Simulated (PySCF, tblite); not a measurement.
**C6H9NS2: geometry, infrared bands and NMR shifts**

Aim: predict the infrared bands and NMR shifts of C6H9NS2 (`C[C@@H]1SCC[C@@H](C#N)S1`).

Programs: tblite 0.8.0 and PySCF 2.14.0, with density-fitted response routines of our own. Each step states its level of theory. These are calculated values for one molecule in the gas phase, unless marked as measured. Atoms are numbered from 0 throughout.

## Step 1: The starting structure

18 atoms, charge 0, multiplicity 1; geometry from: force field or distance geometry start.

Bonds of the start (Å): C0–C1 1.51, C1–S2 1.81, S2–C3 1.80, C3–C4 1.52, C4–C5 1.53, C5–C6 1.48, C6–N7 1.17, C5–S8 1.82, S8–C1 1.82, C0–H9 1.11, C0–H10 1.10, C0–H11 1.10, C1–H12 1.11, C3–H13 1.09, C3–H14 1.10, C4–H15 1.10, C4–H16 1.10, C5–H17 1.10.

## Step 2: Optimising the geometry with GFN2-xTB

What the job is given:

```
{"job": {"kind": "relax", "xc": "GFN2-xTB", "basis": "xTB"}, "charge": 0, "multiplicity": 1}
C     -2.765600    -0.450500     0.137800
C     -1.275700    -0.199700     0.219200
S     -0.919400     1.534800    -0.147300
C      0.854900     1.565600     0.156300
C      1.625900     0.603500    -0.736600
C      1.308500    -0.884100    -0.558300
C      1.707800    -1.349100     0.783900
N      2.019400    -1.684400     1.859900
S     -0.419100    -1.290700    -0.959800
H     -3.320000     0.177600     0.861900
H     -3.020000    -1.490500     0.380800
H     -3.179600    -0.238200    -0.857800
H     -0.950100    -0.430000     1.258800
H      1.210200     2.579700    -0.015700
H      1.034300     1.351800     1.224800
H      1.465100     0.888000    -1.781800
H      2.699300     0.766600    -0.553700
H      1.915300    -1.444100    -1.284200
```

Launch:

```console
> OMP_NUM_THREADS=1 python probes_run.py task.json out
```

This one command runs all jobs of the session in turn.

**Question.** This job is followed by: GFN2-xTB harmonic vibrations, gas phase; GIAO PBE0/pcSseg-1 NMR shielding, non-relativistic, gas phase. What will the session give for the following? strongest single infrared mode (GFN2-xTB); zero-point energy (GFN2-xTB); 13C shifts against TMS (PBE0/pcSseg-1); 1H shifts against TMS (PBE0/pcSseg-1, means over atoms taken as alike); 33S shifts against CS2 (PBE0/pcSseg-1); 15N shifts against NH3 (PBE0/pcSseg-1).

As calculated:

```
                                                              quantity                                         value
                             strongest single infrared mode (GFN2-xTB)                         2395 cm⁻¹, 166 km/mol
                                          zero-point energy (GFN2-xTB)                                 86.6 kcal/mol
                                13C shifts against TMS (PBE0/pcSseg-1)       122.7, 55.4, 34.4, 34.3, 32.6, 21.0 ppm
1H shifts against TMS (PBE0/pcSseg-1, means over atoms taken as alike)  4.66, 3.58, 3.45, 2.61, 2.18, 2.00, 1.60 ppm
                                33S shifts against CS2 (PBE0/pcSseg-1)                                   143, 89 ppm
                                15N shifts against NH3 (PBE0/pcSseg-1)                                     309.5 ppm
```

The optimisation took 50 steps and gained 0.184 eV; among the close pairs (by a distance rule), C5–C6 changed most, from 1.476 to 1.438 Å. All 48 modes are real, so the xTB geometry is a minimum. The strongest single mode, at 2395 cm⁻¹, moves mainly C6 and N7. GFN2-xTB is a fitted tight-binding method: band positions and strengths are rough. Its intensities can rank the bands wrongly. C6 (nitrile carbon) lies farthest downfield among carbon, at 122.7 ppm; C≡N carbons fall here, among the sp2 signals but without a proton. At PBE0/pcSseg-1: Shielding is most anisotropic at N7 (span 479 ppm, paramagnetic term -381 ppm).
